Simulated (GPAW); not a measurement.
# PdPt3 (I4/mmm) in GPAW: reference runs

Aim: a first look at PdPt3 with PBEsol, on the cell as given.

Everything below comes from runs of GPAW 26.7.0. Logs are shortened: lines on timing, memory, paths and dates and some standing lists are left out, and cuts for length are marked. The log counts tension as positive stress, the text compression.

## 1. Starting point

Symmetry: I4/mmm, No. 139, tetragonal system. Conventional cell: a = 3.944 Å, b = 3.944 Å, c = 7.831 Å, α = 90.00°, β = 90.00°, γ = 90.00°. Around Pt (site symmetry 4/mmm) lie 8 Pt at 2.78 Å and 4 Pd at 2.79 Å. Around Pt (site symmetry -4m2) lie 8 Pt at 2.78 to 2.79 Å and 4 Pd at 2.78 Å. Pd (site symmetry 4/mmm) has 12 Pt at 2.78 to 2.79 Å as nearest neighbours.

The cell comes from a database or a generator and needn't be the stable form of this composition.

## 2. Single point, PBEsol

File run.py:

```python
from ase import Atoms
from ase.dft.bandgap import bandgap
from ase.io import write
from ase.units import Bohr, GPa
from gpaw import GPAW, PW, setup_paths
from gpaw.elf import elf_from_dft_calculation

setup_paths.insert(0, '.')

atoms = Atoms(['Pt', 'Pt', 'Pt', 'Pd'],
              cell=[[-1.97193595, 1.97193595, 3.91573439],
                    [1.97193595, -1.97193595, 3.91573439],
                    [1.97193595, 1.97193595, -3.91573439]],
              scaled_positions=[[0.5, 0.5, 0.0],
                                [0.25, 0.75, 0.5],
                                [0.75, 0.25, 0.5],
                                [0.0, 0.0, 0.0]],
              pbc=True)

calc = GPAW(mode=PW(600),
            xc='PBEsol',
            kpts={'size': (10, 10, 10), 'gamma': True},
            occupations={'name': 'fermi-dirac', 'width': 0.05},
            nbands=54,
            convergence={'density': 1e-05, 'energy': 1e-05},
            maxiter=150,
            txt='gpaw.txt')
atoms.calc = calc
energy = atoms.get_potential_energy()
forces = atoms.get_forces()
stress = atoms.get_stress()
calc.write('gs.gpw')
write('result.traj', atoms)
print(f'Energy: {energy:.6f} eV')
print('Forces (eV/A):')
print(forces.round(4))
print('Stress (GPa):', (stress / GPa).round(3))
print('Fermi level:', round(calc.get_fermi_level(), 4), 'eV')
print(f'Gap: {bandgap(calc)[0]:.4f} eV, direct: {bandgap(calc, direct=True)[0]:.4f} eV')

# fields on the real-space grid
write('density.cube', atoms, data=calc.get_pseudo_density() * Bohr**3)
write('potential.cube', atoms, data=calc.get_electrostatic_potential())
write('elf.cube', atoms, data=elf_from_dft_calculation(calc).data)
```

Potentials or basis: PAW data sets generated in the run's folder for this functional, pw.

Launch:

```console
gpaw-setup -f PBEsol Pd Pt
OMP_NUM_THREADS=1 python run.py
```

gpaw.txt:

```text
__  _  _
 | _ |_)|_||  |
 |__||  | ||/\| - 26.7.0

Input parameters:
  mode=PW(ecut=600.0),
  convergence={'density': 1e-05, 'energy': 1e-05},
  kpts=MonkhorstPack(size=(10, 10, 10), gamma=True),
  maxiter=150,
  nbands=54,
  occupations=Occupations(name='fermi-dirac', width=0.05),
  xc=XC(name='PBEsol')

Diagonalizing LCAO Hamiltonian
Converting LCAO to pw mode

       Pt
         Pt

            Pt

       Pd

Atoms  # Å, Bohr magnetons
|   | symbol |         x |        y |        z |    initial magnetic moments |
|---|--------|-----------|----------|----------|-----------------------------|
| 0 |     Pt |  0.000000 | 0.000000 | 3.915734 | ( 0.0000,  0.0000,  0.0000) |
| 1 |     Pt |  1.971936 | 0.000000 | 1.957867 | ( 0.0000,  0.0000,  0.0000) |
| 2 |     Pt | -0.000000 | 1.971936 | 1.957867 | ( 0.0000,  0.0000,  0.0000) |
| 3 |     Pd |  0.000000 | 0.000000 | 0.000000 | ( 0.0000,  0.0000,  0.0000) |

Unit cell  # Å
| periodic |         x |         y |         z |  lengths |     angles |
|----------|-----------|-----------|-----------|----------|------------|
|      yes | -1.971936 |  1.971936 |  3.915734 | 4.807290 | 131.565580 |
|      yes |  1.971936 | -1.971936 |  3.915734 | 4.807290 | 131.565580 |
|      yes |  1.971936 |  1.971936 | -3.915734 | 4.807290 |  70.916018 |

Number of symmetries: 16
Symmetry operations  # r_c * U_cc + t_c -> r_c
|    | kind |            matrix            |
|----|------|------------------------------|
|  0 |  σ   |  1, 1, 1,  0, 0,-1,  0,-1, 0 |
|  1 |  C4  |  1, 1, 1,  0, 0,-1, -1, 0, 0 |
|  2 |  E   |  1, 0, 0,  0, 1, 0,  0, 0, 1 |
|  3 |  σ   |  1, 0, 0,  0, 1, 0, -1,-1,-1 |
|  4 |  σ   |  0, 1, 0,  1, 0, 0,  0, 0, 1 |
|  5 |  C2  |  0, 1, 0,  1, 0, 0, -1,-1,-1 |
|  6 |  C2  |  0, 0, 1, -1,-1,-1,  1, 0, 0 |
|  7 |  S4  |  0, 0, 1, -1,-1,-1,  0, 1, 0 |
|  8 |  C4  |  0, 0,-1,  1, 1, 1,  0,-1, 0 |
|  9 |  σ   |  0, 0,-1,  1, 1, 1, -1, 0, 0 |
| 10 |  σ   |  0,-1, 0, -1, 0, 0,  1, 1, 1 |
| 11 |  C2  |  0,-1, 0, -1, 0, 0,  0, 0,-1 |
| 12 |  C2  | -1, 0, 0,  0,-1, 0,  1, 1, 1 |
| 13 |  i   | -1, 0, 0,  0,-1, 0,  0, 0,-1 |
| 14 |  S4  | -1,-1,-1,  0, 0, 1,  1, 0, 0 |
| 15 |  C2  | -1,-1,-1,  0, 0, 1,  0, 1, 0 |

BZ-sampling:
  Number of BZ points: 1000
  Number of IBZ points: 102

  Monkhorst-Pack size: [10, 10, 10]
  Monkhorst-Pack shift: [0.05, 0.05, 0.05]

K-points  # in reciprocal-cell coordinates
|     |                                coordinates |     weight |
|-----|--------------------------------------------|------------|
|   0 | (  0.00000000,   0.00000000,   0.00000000) | 0.00100000 |
|   1 | (  0.10000000,  -0.10000000,   0.00000000) | 0.00400000 |
|   2 | (  0.10000000,  -0.10000000,   0.10000000) | 0.00400000 |
|   3 | (  0.10000000,   0.00000000,   0.00000000) | 0.00800000 |
|   4 | (  0.10000000,   0.10000000,  -0.10000000) | 0.00200000 |
|   5 | (  0.20000000,  -0.20000000,   0.00000000) | 0.00400000 |
|   6 | (  0.20000000,  -0.20000000,   0.10000000) | 0.00800000 |
|   7 | (  0.20000000,  -0.20000000,   0.20000000) | 0.00400000 |
|   8 | (  0.20000000,  -0.10000000,   0.00000000) | 0.01600000 |
|   9 | (  0.20000000,  -0.10000000,   0.10000000) | 0.00800000 |
| ... |                                            |            |
| 101 | (  0.50000000,   0.50000000,   0.50000000) | 0.00100000 |

Plane wave coefficients: 2047
Cutoff: 600.0 eV

Spin-components: 1 (collinear spins)
Bands:           54
Projectors:      24
Spin-degeneracy: 2
Datatype:        complex128

Parallelization:
  kpt:    1
  domain: 1
  band:   1

Density:
  Valence electrons: 64.0
  Components: 1
  Grid points: [28 28 28]
  Charge: 0.0  # |e|

Potential:
  Grid points: [28 28 28]

species:
  Pt:
    name:    Platinum
    Z:       78.0
    valence: 16
    core:    62
    charge:  0.0  # [|e|]
    compensation charges:
      type: gauss
      rc: 0.41  # [Å]
      lmax: 2
    cutoffs:
      filter: 2.26  # [Å]
      core: 2.26  # [Å]
    projectors
    | kind |    occ | energy [eV] | rcut [Å] |
    |------|--------|-------------|----------|
    |   6s |  1.000 |      -5.666 |    1.307 |
    |   5p |  6.000 |     -56.073 |    1.371 |
    |   6p |  0.000 |      -0.783 |    1.371 |
    |   5d |  9.000 |      -6.179 |    1.307 |
    |    s |        |      21.545 |    1.307 |
    |    d |        |      21.032 |    1.307 |

    Using partial waves for Pt as LCAO basis

  Pd:
    name:    Palladium
    Z:       46.0
    valence: 16
    core:    30
    charge:  0.0  # [|e|]
    compensation charges:
      type: gauss
      rc: 0.38  # [Å]
      lmax: 2
    cutoffs:
      filter: 2.38  # [Å]
      core: 2.28  # [Å]
    projectors
    | kind |    occ | energy [eV] | rcut [Å] |
    |------|--------|-------------|----------|
    |   5s |  0.000 |      -3.290 |    1.228 |
    |   4p |  6.000 |     -51.151 |    1.360 |
    |   5p |  0.000 |      -0.235 |    1.360 |
    |   4d | 10.000 |      -4.049 |    1.228 |
    |    s |        |      23.922 |    1.228 |
    |    d |        |      23.162 |    1.228 |

    Using partial waves for Pd as LCAO basis

Reference energy: -1637867.373189  # eV

eigensolver:
  PPCG
  Converge bands: occupied
  niter=2

density mixing:
  MSR1-Mixer
  Pratt-step length: 0.05
  Maximum mixing coefficient: 0.75
  Old densities: 10
  SVD Regularization: 0.005
  Good broyden scale: 1.0
  Trust region scale: 1.0
  Backstep threshold: 4.0
  History deletion threshold: 6.0
  Fourier metric: weight=20.0, sigma=0.015

occupation numbers:
  Fermi-Dirac:
    width: 0.0500  # eV

poisson solver:
  ecut: 4800.0  # eV

xc functional:
  name: PBEsol with 2 nearest neighbor stencil

convergence criteria:
- Maximum integral of absolute [dens]ity change: 1e-05 electrons / valence electron
- Maximum [total energy] change in last 3 cyles: 1e-05 eV / valence electron
- Maximum integral of absolute [eigenst]ate change: 4e-08 eV^2 / valence electron
maximum number of iterations: 150

SCF iterations
|iter     | |      energy | eigst |  dens |
|---------|-|-------------|-------|-------|
|iter:   1| |  -30.861875 | +0.49 |       |
|iter:   2| |  -28.911542 | -1.55 | -1.07 |
|iter:   3| |  -27.169483 | -1.87 | -1.13 |
|iter:   4| |  -26.597522 | -2.09 | -1.40 |
|iter:   5| |  -26.568114 | -3.22 | -1.98 |
|iter:   6| |  -26.559673 | -4.16 | -2.22 |
|iter:   7| |  -26.550530 | -3.35 | -2.40 |
|iter:   8| |  -26.550696 | -4.81 | -3.21 |
|iter:   9| |  -26.550805c| -4.90 | -3.38 |
|iter:  10| |  -26.550816c| -5.98 | -4.01 |
|iter:  11| |  -26.550817c| -6.81 | -4.45 |
|iter:  12| |  -26.550817c| -7.52c| -5.16c|

Converged in 12 steps
Energy contributions relative to reference atoms: (reference = -1637867.373189)

Energy contributions:
  Kinetic:         -37.789846
  Coulomb:          25.927234
  Zero:             -1.831260
  External:          0.000000
  Xc:              -12.824830
  Entropy:          -0.064229
  Spinorbit:         0.000000
  ----------------------------
  Free energy:     -26.582932
  Extrapolated:    -26.550817

dipole moment: (-12.634728, -12.634728, 1.735459)  # |e|*Ang

Fermi level: 11.017
Eigenvalues  # (at kpt = [0.000, 0.000, 0.000])
| band index |      eig [eV] | occ [0-2] |
|------------|---------------|-----------|
|          0 |       -41.774 |     2.000 |
|        ... |               |           |
|         21 |         7.591 |     2.000 |
|         22 |         7.591 |     2.000 |
|         23 |         7.644 |     2.000 |
|         24 |         9.273 |     2.000 |
|         25 |         9.274 |     2.000 |
|         26 |         9.491 |     2.000 |
[... 8 lines left out ...]
|         35 |        18.741 |     0.000 |
|         36 |        19.096 |     0.000 |
|        ... |               |           |
|         53 |        36.623 |     0.000 |

No gap
No difference between direct/indirect transitions

Forces  # eV/Ang
|        x |        y |       z |
|----------|----------|---------|
|  0.00000 |  0.00000 | 0.00000 |  # Pt   0
| -0.00000 |  0.00000 | 0.00000 |  # Pt   1
|  0.00000 | -0.00000 | 0.00000 |  # Pt   2
|  0.00000 |  0.00000 | 0.00000 |  # Pd   3

Stress tensor  # eV/Ang^3
|        x |        y |        z |
|----------|----------|----------|
| 0.036464 | 0.000000 | 0.000000 |
| 0.000000 | 0.036464 | 0.000000 |
| 0.000000 | 0.000000 | 0.033660 |

# Writing to gs.gpw (mode='')
```

Run time: 6.7 min. Hardware: 1 thread of Arm Neoverse V1, shared host; peak memory 0.39 GiB.

Results:

- Free energy: -26.5829 eV
- Pressure: -5.7 GPa
- Band gap on the k mesh: none (metal or under the smearing width)

Stress tensor (GPa, compression positive):
```
-5.84  0.00  0.00
 0.00 -5.84  0.00
 0.00  0.00 -5.39
```

Levels at points of the mesh, in eV from the Fermi level:
```tsv
k point	band 28	band 29	band 30	band 31	band 32	band 33	band 34	band 35	band 36	band 37
(0.00, 0.00, 0.00)	-1.44	-0.01	0.22	0.41	0.41	0.56	2.26	7.37	7.72	8.08
(0.50, 0.00, 0.50)	-1.79	-1.76	-1.70	-0.56	-0.28	-0.08	0.20	4.43	4.47	9.47
(0.50, 0.50, 0.00)	-1.54	-0.16	-0.10	-0.02	-0.02	0.08	0.08	1.72	1.99	5.63
(0.50, 0.50, 0.50)	-0.72	-0.10	0.09	0.21	0.45	0.45	0.56	2.12	2.12	8.65
```
